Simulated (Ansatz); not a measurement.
Set up this calculation in Ansatz 0.2.0, as the native input.

```yaml
Task: single point
Functional: LDA
Potentials_or_basis: Ansatz PAW
Cutoff: "420 eV (not typed: the program's choice for these potentials)"
k_mesh: 6 × 6 × 6
Occupations: gaussian, width 0.05 eV
Spin: non-collinear spin, random start
Starting_moments: "[[0.135, 0.075, 0.111], [-0.0, -0.0, -0.0]] μB"
```

The system is RuSe.

```
CELL_PARAMETERS angstrom
0.00000 2.67762 2.67762
2.67762 0.00000 2.67762
2.67762 2.67762 0.00000
ATOMIC_POSITIONS crystal
Ru 0.50000 0.50000 0.50000
Se 0.00000 0.00000 0.00000
```

The cell comes from a database or a generator and needn't be the stable form of this composition.

These files were run (other wordings do the same):

input.yaml

```yaml
crystal:
  lattice:
    - [0.0, 2.67761641, 2.67761641]
    - [2.67761641, 0.0, 2.67761641]
    - [2.67761641, 2.67761641, 0.0]
  atoms:
    - { symbol: Ru, position: [0.5, 0.5, 0.5], spin: 0.19, spin_axis: [0.135, 0.075, 0.111] }
    - { symbol: Se, position: [0.0, 0.0, 0.0] }
hamiltonian:
  xc: lda
  pseudopotentials: { kind: paw }
magnetization:
  noncollinear: true
  spin_orbit: false
kpoints:
  mp_grid: { grid: [6, 6, 6] }
scf:
  occupations: { method: gaussian, width: 0.05 }
output:
  forces: true
  stress: true
  eigenvalues: true
  write_density: true
  write_potential: true
  elf: true
  volumetric_format: npy
```

Potentials or basis: Ansatz PAW.

Run with:

```bash
$ ansatz run input.yaml --threads 2 --pin off --max-ram 5632MiB --backend cpu --events-out ev --progress --plain --runs-dir out
```

It gave:

```
Pressure               : -19.1 GPa
Band gap on the k mesh : none (metal or under the smearing width)
Net moment             : 1.13 μB per cell
Absolute moment        : 1.13 μB per cell
```

Caveat: so large a pressure means that the cell lies far from this level's equilibrium, or that cutoff or potentials fall short; the PAW data sets come from PBE, with cores solved anew for the run's functional, which leaves a small shift of forces and pressure.

It took 6.2 s on 2 threads of Arm Neoverse V1 (shared host), peak memory 0.36 GiB.
